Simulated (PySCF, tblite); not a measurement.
**C₅H₈F₃Si radical: geometry, infrared bands and EPR parameters**

What infrared bands and EPR parameters should C₅H₈F₃Si radical (`C/C=[C]\[Si@@H](CF)C(F)F`) show?

The runs use tblite 0.8.0 and PySCF 2.14.0, with density-fitted response routines of our own; the level of theory stands in each step. All values are computed, except where a source is named. Atoms are numbered from 0 throughout.

## 1. The starting structure

17 atoms, charge 0, multiplicity 2; geometry from: force field or distance geometry start.

Bonds of the start (Å): C0–C1 1.50, C1–C2 1.32, C2–Si3 1.80, Si3–C4 1.86, C4–F5 1.38, Si3–C6 1.85, C6–F7 1.40, C6–F8 1.37, C0–H9 1.10, C0–H10 1.12, C0–H11 1.12, C1–H12 1.09, Si3–H13 1.49, C4–H14 1.10, C4–H15 1.12, C6–H16 1.09.

## 2. Relaxing the molecule with GFN2-xTB

What the job is given:

```
{"job": {"kind": "relax", "xc": "GFN2-xTB", "basis": "xTB"}, "charge": 0, "multiplicity": 2}
C      3.131700    -0.200100    -0.150300
C      1.673100    -0.479100     0.079500
C      0.894900     0.433300     0.619500
Si    -0.869400     0.298700     0.971600
C     -1.745200     1.682900     0.100600
F     -2.638900     2.343700     0.911000
C     -1.675000    -1.282700     0.439400
F     -2.074500    -1.999600     1.567800
F     -2.827200    -0.978700    -0.237600
H      3.581700     0.126400     0.803600
H      3.241800     0.610500    -0.912600
H      3.566900    -1.157600    -0.523200
H      1.290300    -1.467400    -0.171600
H     -1.200700     0.446900     2.418000
H     -0.981300     2.343400    -0.330300
H     -2.303600     1.210900    -0.744300
H     -1.071600    -1.919600    -0.201600
```

Started as:

```sh
> OMP_NUM_THREADS=1 python probes_run.py task.json out
```

One launch serves the whole session: the jobs run in the order shown.

**Question.** This job is followed by: GFN2-xTB harmonic vibrations, gas phase; UKS B3LYP, pcH-1 on C F H Si, non-relativistic, mean-field spin-orbit, GIAO. What will the session give for the following? strongest single infrared mode (GFN2-xTB); zero-point energy (GFN2-xTB); g(iso) (B3LYP); ⟨S²⟩; largest a(iso) (averaged by class); potential on the surface of density 0.002 e/bohr³, 1st and 99th percentile.

As calculated:

```
                                                                  quantity                  value
                                 strongest single infrared mode (GFN2-xTB)  2216 cm⁻¹, 207 km/mol
                                              zero-point energy (GFN2-xTB)          72.0 kcal/mol
                                                            g(iso) (B3LYP)                2.00223
                                                                      ⟨S²⟩     0.758 (exact 0.75)
                                        largest a(iso) (averaged by class)   13C on C2, 162.5 MHz
potential on the surface of density 0.002 e/bohr³, 1st and 99th percentile     -0.99 V and 1.32 V
```

Relaxing lowered the energy by 0.923 eV in 153 steps; the close pair that moved most is Si3–C6, from 1.853 to 1.946 Å. All 45 modes are real, so the xTB geometry is a minimum. The strongest single mode, at 2216 cm⁻¹, moves mainly H13. Unscaled tight-binding wavenumbers are off by several per cent, some by more. Its intensities can rank the bands wrongly. C2 carries the largest spin population, 0.98 e. The isotropic g lies 0.1 ppt below the free-electron value. These values are for one conformer; the search (at its own cheap level) found 2 more, at 0.44, 1.25 kcal/mol, and measured spectra average over such forms.
